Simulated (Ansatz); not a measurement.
# F₃H₃O₂Si₂: one species, many methods

One table from this session's results is given with a row withheld; the runs are named, their logs left out.

Program: Ansatz 0.2.0, Gaussian basis. Level of theory: functionals in def2-TZVPP, the program's frozen cores in correlated methods. These are calculated values, not measurements.

The runs, in order: PBE-D4, r2SCAN-D4, PBE0-D4, B3LYP-D4, ωB97X-V, ωB97M-V, B2PLYP; CCSD(T)/def2-TZVPP; MP2/def2-QZVPP; extrapolation to the limit.

**The geometry**

All runs share one geometry, relaxed beforehand with PBE0-D4 in a triple-zeta def2 set.

10 atoms, charge 0, spin multiplicity 1.

Atoms are counted from 1 here; the program's logs count them from 0.

Bond lengths: O1–Si2 1.632 Å, O1–H8 0.959 Å, Si2–O3 1.641 Å, Si2–Si4 2.340 Å, Si2–H9 1.491 Å, O3–H10 0.958 Å, Si4–F5 1.583 Å, Si4–F6 1.585 Å, Si4–F7 1.581 Å. Angles: Si2–O1–H8 119.3°, O1–Si2–O3 110.7°, O1–Si2–Si4 103.7°, O1–Si2–H9 112.6°, O3–Si2–Si4 110.3°, O3–Si2–H9 108.5°, Si4–Si2–H9 111.0°, Si2–O3–H10 118.3°, Si2–Si4–F5 112.5°, Si2–Si4–F6 110.1°, Si2–Si4–F7 113.3°, F5–Si4–F6 106.6°, F5–Si4–F7 107.1°, F6–Si4–F7 106.9°.

The first run:

File in.yaml:

```yaml
crystal:
  periodic: [false, false, false]
  atoms:
    - {symbol: O, position_ang: [0.812376, -0.117926, -1.743559]}
    - {symbol: Si, position_ang: [-0.195764, -0.508738, -0.521332]}
    - {symbol: O, position_ang: [0.275194, -1.909159, 0.193128]}
    - {symbol: Si, position_ang: [0.022744, 1.279487, 0.971618]}
    - {symbol: F, position_ang: [-0.482645, 2.647514, 0.357025]}
    - {symbol: F, position_ang: [-0.851110, 1.016285, 2.268049]}
    - {symbol: F, position_ang: [1.508755, 1.509830, 1.458379]}
    - {symbol: H, position_ang: [0.921679, -0.727380, -2.475779]}
    - {symbol: H, position_ang: [-1.609241, -0.659215, -0.970865]}
    - {symbol: H, position_ang: [-0.401968, -2.530688, 0.463316]}
basis:
  gaussian: {orbitals: def2-TZVPP}
hamiltonian: {xc: pbe, dispersion: d4}
output: {forces: true, orbitals: {seedname: orbitals}}
```

On the command line:

```bash
$ ansatz run in.yaml --threads 2 --pin off --events-out ev --progress --plain --max-ram 32768MiB --backend cuda --devices 0, --max-vram 18GiB
```

Among the steps run: PBE-D4 (GGA); r2SCAN-D4 (meta-GGA); PBE0-D4 (hybrid); B3LYP-D4 (hybrid); ωB97X-V (range-separated); ωB97M-V (range-separated); B2PLYP (double hybrid); CCSD(T) in def2-TZVPP; MP2 in def2-QZVPP.

One of the session's tables, all rows but one given; the rest of the session is left out.

| method | atomisation energy (kcal/mol) |
| --- | --- |
| PBE-D4 | 1004.0 |
| r2SCAN-D4 | 994.7 |
| PBE0-D4 | 977.1 |
| B3LYP-D4 | 984.0 |
| ωB97X-V | 995.8 |
| ωB97M-V | 994.2 |
| B2PLYP | 981.5 |
| HF/def2-TZVPP | 717.6 |
| MP2/def2-TZVPP | 1006.8 |
| CCSD/def2-TZVPP | ? |
| CCSD(T)/def2-TZVPP | 967.5 |
| MP2/CBS | 1041.3 |
| CCSD(T)/CBS | 1001.9 |

**Question.** Estimate the row for CCSD/def2-TZVPP.

The run gave: atomisation energy (kcal/mol): 951.7. In the column «atomisation energy (kcal/mol)» it lies between HF/def2-TZVPP (717.6) and CCSD(T)/def2-TZVPP (967.5).
